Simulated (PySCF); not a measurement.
# GaH5SSi: the cost of one run

The runs use PySCF 2.14.0, with density-fitted response routines of our own; the level of theory stands in each step. All values are computed, except where a source is named. Atoms count from 0, in the outputs and in this text.

## (1) The molecule as given

8 atoms, charge 0, multiplicity 1; geometry from: GFN2-xTB. The atoms were then displaced at random by about 0.01 Å, so the start is not that level's minimum.

Bonds of the start (Å): Si0–S1 2.20, S1–Ga2 2.22, Si0–H3 1.47, Si0–H4 1.44, Si0–H5 1.44, Ga2–H6 1.57, Ga2–H7 1.54.

## (2) Geometry optimisation at PBE0-D3(BJ)/def2-SVP

Job settings and geometry (Å):

```
{"job": {"xc": "PBE0", "basis": "def2-SVP", "d3": "d3bj", "grid": 1, "shake": 0.01, "kind": "geom"}, "charge": 0, "multiplicity": 1}
Si     1.442780    -0.286920     0.176480
S      0.051890     1.294360     0.821800
Ga    -1.755890     0.421880    -0.119050
H      1.367760    -0.384160    -1.290920
H      2.702790     0.242040     0.621000
H      1.031700    -1.513810     0.818040
H     -1.661270    -0.893540    -0.975210
H     -3.124620     1.101000     0.050870
```

Command:

```bash
$ OMP_NUM_THREADS=1 python probes_run.py task.json out
```

This one command runs all jobs of the session in turn.

**Question.** How long does this first job take on 1 thread of Arm Neoverse V2, shared host, and how much memory does it need?

About 17 s, with a peak of 0.39 GiB.
